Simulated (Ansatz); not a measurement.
Crystal: NaLaMnMoO6.

```xyz
10
Lattice="-2.7229 2.7229 3.8989 2.7229 -2.7229 3.8989 2.7229 2.7229 -3.8989" Properties=species:S:1:pos:R:3 pbc="T T T"
Na    2.7229    0.0000    1.9494
La    0.0000    2.7229    1.9494
Mn    0.0000    0.0000    3.8989
Mo    0.0000    0.0000    0.0000
O     1.6123    1.1308    0.0001
O     1.5921   -1.1106    3.8988
O     1.1106    1.5921    3.8990
O     1.1308    3.8336   -0.0001
O     0.0000    0.0000    1.9646
O     0.0000    0.0000    5.8332
```

The cell was built by a generator and needn't be a form met in nature.

| Property | Result |
| --- | --- |
| Program | Ansatz 0.2.0 |
| Task | relaxation of cell and atoms |
| Functional | r2SCAN |
| Potentials or basis | Ansatz PAW |
| Cutoff | 500 eV (not typed: the program's choice for these potentials) |
| k mesh | 5 × 5 × 5 |
| Occupations | fermi-dirac, width 0.05 eV |
| Spin | collinear spin, ferromagnetic start |
| Starting moments | [0.0, 0.0, 4.0, 1.0, 0.0, 0.0, 0.0, 0.0, 0.0, 0.0] μB |

At the start: volume 11.56 Å³/atom.

Problem. Where does the relaxation end?

Solution. It ends after 9 steps and the volume is 11.80 Å³/atom (+2.1 %); space group I-4 (No. 82, to 0.05 Å); moment 3.69 μB per cell.

Step by step:
```tsv
step	energy change (eV)	largest force (eV/Å)	volume (Å³)
1	0.0000	0.5997	115.63
2	-0.0254	0.3753	114.90
3	-0.0999	0.4180	117.32
4	-0.1556	0.1159	116.47
5	-0.1698	0.1470	117.44
6	-0.1732	0.0378	118.11
7	-0.1735	0.0301	118.06
8	-0.1736	0.0085	118.03
9	-0.1749	0.0083	118.03
```

Final structure:
```
CELL_PARAMETERS angstrom
-2.68147 2.68147 4.10364
2.68147 -2.68147 4.10364
2.68147 2.68147 -4.10364
ATOMIC_POSITIONS crystal
Na 0.25000 0.75000 0.50000
La 0.75000 0.25000 0.50000
Mn 0.50000 0.50000 0.00000
Mo 0.00000 0.00000 0.00000
O 0.19066 0.30373 0.49938
O 0.30872 0.80934 0.11307
O 0.80435 0.69128 0.50062
O 0.69627 0.19565 0.88693
O 0.23604 0.23604 0.00000
O 0.76396 0.76396 0.00000
```

Caveat: the magnetic or orbital state may not be the lowest; the plane-wave basis is chosen anew once the cell has moved, so the energies of steps on either side of that aren't comparable; a cell with one magnetic atom can't hold antiferromagnetic order, which such compounds often take; the PAW data sets come from PBE, with cores solved anew for the run's functional, which leaves a small shift of forces and pressure; the starting moments weren't kept.
